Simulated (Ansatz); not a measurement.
**Cl₂FGeHS: how energies converge with the basis set**

How large a basis does Cl₂FGeHS need? Two functionals are run in growing sets.

Method: one geometry, several basis sets; program: Ansatz 0.2.0, Gaussian basis.

Plan: PBE0-D4/def2-SVP; ωB97M-V/def2-SVP; PBE0-D4/def2-QZVPP; ωB97M-V/def2-QZVPP; the functionals' def2-TZVPP values are taken from earlier runs.

## (1) The geometry

All runs share one geometry, relaxed beforehand with PBE0-D4 in a triple-zeta def2 set.

SMILES `[F][Ge]([SH])([Cl])[Cl]`, 6 atoms, charge 0, spin multiplicity 1.

Atoms are counted from 1 here; the program's logs count them from 0.

Bond lengths: F1–Ge2 1.720 Å, Ge2–S3 2.181 Å, Ge2–Cl4 2.115 Å, Ge2–Cl5 2.121 Å, S3–H6 1.346 Å. Angles: F1–Ge2–S3 111.1°, F1–Ge2–Cl4 107.1°, F1–Ge2–Cl5 104.8°, S3–Ge2–Cl4 109.1°, S3–Ge2–Cl5 113.6°, Cl4–Ge2–Cl5 110.9°, Ge2–S3–H6 92.1°.

## (2) PBE0-D4 in def2-SVP

File in.yaml:

```yaml
crystal:
  periodic: [false, false, false]
  atoms:
    - {symbol: F, position_ang: [1.026940, -1.407026, -0.691166]}
    - {symbol: Ge, position_ang: [-0.148082, -0.195614, -0.359919]}
    - {symbol: S, position_ang: [-0.244450, 0.240028, 1.774850]}
    - {symbol: Cl, position_ang: [-2.016494, -0.952959, -0.997676]}
    - {symbol: Cl, position_ang: [0.438884, 1.465286, -1.540541]}
    - {symbol: H, position_ang: [0.985302, 0.786285, 1.768452]}
basis:
  gaussian: {orbitals: def2-SVP}
hamiltonian: {xc: pbe0, dispersion: d4}
output: {orbitals: {seedname: orbitals}}
```

After this run come: ωB97M-V in def2-SVP; PBE0-D4 in def2-QZVPP; ωB97M-V in def2-QZVPP.

Before running them: what should the planned runs give, taken together? Wanted: PBE0-D4: double and triple zeta above quadruple; ωB97M-V: double and triple zeta above quadruple.

**Answer**, as computed:

```
                                       quantity           value
PBE0-D4: double and triple zeta above quadruple  25.53, 2.43 eV
ωB97M-V: double and triple zeta above quadruple  25.32, 2.34 eV
```

**Reading.** PBE0-D4 gains 23.09 eV from double to triple zeta, then 2.43 eV more. These are total energies; as a rule much of such shifts cancels in differences, which this series doesn't test. The LUMO of ωB97M-V is positive and keeps falling with the basis (0.68 to 0.16 eV): an unbound level that the basis holds in place.
